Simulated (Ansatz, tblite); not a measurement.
# InCl2(OH) (Cl2HInO): spin states and exact exchange

Aim: set other spin states of InCl2(OH) (Cl2HInO) against its singlet, on many levels of theory.

Computed with Ansatz 0.2.0, Gaussian basis. Level: as each input shows.

The runs, in order: triplet, at the geometry of the singlet (GFN1-xTB, GFN2-xTB, PBE0-D4/def2-TZVP, PBE-D4/def2-TZVP, r2SCAN-D4/def2-TZVP); the singlet's energies come from earlier runs.

2 further runs of the same task are left out: 2 set aside as unsound or not needed.

## Step 1: The relaxed structure

The singlet was relaxed beforehand with PBE0-D4/def2-SVP.

5 atoms, charge 0, spin multiplicity 1.

Bond lengths: In1–Cl2 2.319 Å, In1–Cl3 2.332 Å, In1–O4 1.978 Å, O4–H5 0.966 Å. Angles: Cl2–In1–Cl3 119.4°, Cl2–In1–O4 119.8°, Cl3–In1–O4 120.8°, In1–O4–H5 111.4°.

In takes a core potential in the def2 sets. No spin-orbit coupling is included.

## Step 2: Triplet at the fixed geometry, GFN1-xTB

Tight binding, by tblite at 300 K electronic temperature and without a spin-polarisation term:

```python
tblite.interface.Calculator('GFN1-xTB', numbers, positions, charge=0, uhf=2).singlepoint()
```

Energy -412.8008 eV; 0.004 s.

## Step 3: Triplet at the fixed geometry, GFN2-xTB

Tight binding, by tblite at 300 K electronic temperature and without a spin-polarisation term:

```python
tblite.interface.Calculator('GFN2-xTB', numbers, positions, charge=0, uhf=2).singlepoint()
```

Energy -404.9277 eV; 0.006 s.

## Step 4: Triplet at the fixed geometry, PBE0-D4/def2-TZVP

in.yaml reads:

```yaml
crystal:
  periodic: [false, false, false]
  atoms:
    - {symbol: In, position_ang: [0.311990, 0.288886, -0.068662]}
    - {symbol: Cl, position_ang: [2.593319, 0.552918, -0.390010]}
    - {symbol: Cl, position_ang: [-1.068635, 2.168756, -0.073569]}
    - {symbol: O, position_ang: [-0.439541, -1.520471, 0.205583]}
    - {symbol: H, position_ang: [-1.397133, -1.490099, 0.326657]}
basis:
  gaussian: {orbitals: def2-TZVP}
magnetization: {spin_polarized: true, initial_magnetization: 2}
hamiltonian: {xc: pbe0, dispersion: d4}
scf: {omitted_lower_state_checks: [starts]}
output: {orbitals: {seedname: orbitals}}
```

Started as:

```console
$ ansatz run in.yaml --threads 4 --pin off --events-out ev --progress --plain --max-ram 3916MiB
```

The program printed:

```text
Functional definition: PBE0
  name "PBE0"
  cite "Adamo & Barone, J. Chem. Phys. 110, 6158 (1999) doi:10.1063/1.478522"
  cite "Perdew, Burke & Ernzerhof, Phys. Rev. Lett. 77, 3865 (1996) doi:10.1103/PhysRevLett.77.3865"
  parent pbe
  parameter a = 0.25
  parameter kappa = 0.804
  parameter beta = 0.06672455060314922
  exchange = (1 - a)*pbe_x(kappa = kappa, mu = beta*pi^2/3) + a*exact_x
  correlation = pbe_c(beta = beta)
these checks for a lower state are left out or cut short: starts
1212 factors; their error is unknown
mean field evaluation 1: about -32264.6976 eV, gradient 4.5e1 eV
mean field evaluation 2: about -32173.3732 eV, gradient 1.3e2 eV
mean field evaluation 4: about -32266.5347 eV, gradient 3.3e1 eV
mean field evaluation 8: about -32272.1622 eV, gradient 2.7e0 eV
mean field evaluation 16: about -32272.3457 eV, gradient 2.0e-1 eV
mean field evaluation 32: about -32272.3458 eV, gradient 1.7e-4 eV
mean field -32272.42032833 eV, -1185.9895720338 hartree, gradient 9.4e-6 eV, S^2 2.008347; 0 other end points of the search recorded, 0 dependent functions left out
reference -32272.42036693 eV, -1185.9895734524 hartree; 33, 31 occupied and 128, 130 virtual orbitals, 1212 factors
Total energy: -32272.52747712 eV, -1185.9935096793 hartree
Checks for a lower state left out: starts
```

It took 13 s on 4 threads of Arm Neoverse V2, shared host; peak memory 0.82 GiB.

HOMO -4.65 eV, LUMO -7.43 eV (over both spins; with the spin held, an empty level of the minority spin lies below the top filled one); ⟨S²⟩ 2.008 (pure: 2.00).

## Step 5: Triplet at the fixed geometry, PBE-D4/def2-TZVP

start.molden holds the orbitals of an earlier run on this state, given as this run's starting guess.

Changes to in.yaml since step 4:

```diff
@@ -9,5 +9,5 @@
 basis:
-  gaussian: {orbitals: def2-TZVP}
+  gaussian: {orbitals: def2-TZVP, initial_orbitals: start.molden}
 magnetization: {spin_polarized: true, initial_magnetization: 2}
-hamiltonian: {xc: pbe0, dispersion: d4}
+hamiltonian: {xc: pbe, dispersion: d4}
 scf: {omitted_lower_state_checks: [starts]}
```

Launched as before.

The program printed:

```text
Functional definition: PBE
  name "PBE"
  cite "Perdew, Burke & Ernzerhof, Phys. Rev. Lett. 77, 3865 (1996) doi:10.1103/PhysRevLett.77.3865"
  parent pbe
  parameter kappa = 0.804
  parameter beta = 0.06672455060314922
  exchange = pbe_x(kappa = kappa, mu = beta*pi^2/3)
  correlation = pbe_c(beta = beta)
these checks for a lower state are left out or cut short: starts
1095 factors; their error is unknown
mean field evaluation 1: about -32270.9669 eV, gradient 9.2e0 eV
mean field evaluation 2: about -32271.1196 eV, gradient 3.1e-1 eV
mean field evaluation 4: about -32271.1361 eV, gradient 8.6e-3 eV
mean field evaluation 8: about -32271.1257 eV, gradient 2.9e-5 eV
mean field evaluation 16: about -32271.1257 eV, gradient 6.8e-6 eV
mean field -32271.12568284 eV, -1185.9419946899 hartree, gradient 6.9e-6 eV, S^2 2.002480; 0 other end points of the search recorded, 0 dependent functions left out
reference -32271.12573750 eV, -1185.9419966985 hartree; 33, 31 occupied and 128, 130 virtual orbitals, 1095 factors
Total energy: -32271.24898421 eV, -1185.9465259316 hartree
Checks for a lower state left out: starts
```

It took 5.5 s on 4 threads of Arm Neoverse V2, shared host.

HOMO -3.79 eV, LUMO -7.79 eV (over both spins; with the spin held, an empty level of the minority spin lies below the top filled one); ⟨S²⟩ 2.002 (pure: 2.00).

## Step 6: Triplet at the fixed geometry, r2SCAN-D4/def2-TZVP

Changes to in.yaml since step 5:

```diff
@@ -11,3 +11,3 @@
 magnetization: {spin_polarized: true, initial_magnetization: 2}
-hamiltonian: {xc: pbe, dispersion: d4}
+hamiltonian: {xc: r2scan, dispersion: d4}
 scf: {omitted_lower_state_checks: [starts]}
```

The command is unchanged.

The program printed (excerpt; [...] marks lines left out):

```text
Functional definition: r2SCAN
  name "r2SCAN"
  cite "Furness, Kaplan, Ning, Perdew & Sun, J. Phys. Chem. Lett. 11, 8208 (2020) doi:10.1021/acs.jpclett.0c02405"
  cite "Furness, Kaplan, Ning, Perdew & Sun, J. Phys. Chem. Lett. 11, 9248 (2020) doi:10.1021/acs.jpclett.0c03077"
  parent r2scan
[...]
1095 factors; their error is unknown
[...]
mean field -32282.50860601 eV, -1186.3603094007 hartree, gradient 8.0e-6 eV, S^2 2.006085; 0 other end points of the search recorded, 0 dependent functions left out
reference -32282.50862479 eV, -1186.3603100906 hartree; 33, 31 occupied and 128, 130 virtual orbitals, 1095 factors
Total energy: -32282.53717677 eV, -1186.3613593568 hartree
Checks for a lower state left out: starts
```

It took 14 s on 4 threads of Arm Neoverse V2, shared host.

Report: HOMO -3.95 eV, LUMO -7.91 eV (over both spins; with the spin held, an empty level of the minority spin lies below the top filled one); ⟨S²⟩ 2.006 (pure: 2.00).

## Step 7: Triplet less singlet, vertical

The singlet's energies are those of its earlier runs, whose logs aren't repeated here.

```csv
level,"triplet less singlet, vertical (kJ/mol)",time
GFN1-xTB,+447.5,0.008 s
GFN2-xTB,+310.8,0.009 s
PBE-D4/def2-TZVP,+392.7,6.6 s
r2SCAN-D4/def2-TZVP,+417.6,17 s
PBE0-D4/def2-TZVP,+448.1,14 s
```

Times add the two runs; a level without a time comes out of a correlated run. Tight binding without a spin term can't rank spin states.

## Step 8: What came out

| quantity | value |
| --- | --- |
| triplet less singlet, vertical, functionals in def2-TZVP | +392.7 (PBE-D4) to +448.1 kJ/mol (PBE0-D4) |

All functionals put the triplet above the singlet, over a spread of 55.4 kJ/mol. The checks for a lower triplet were left out, so another state of that spin may lie lower. These are electronic energies, without zero-point motion, entropy or surroundings.
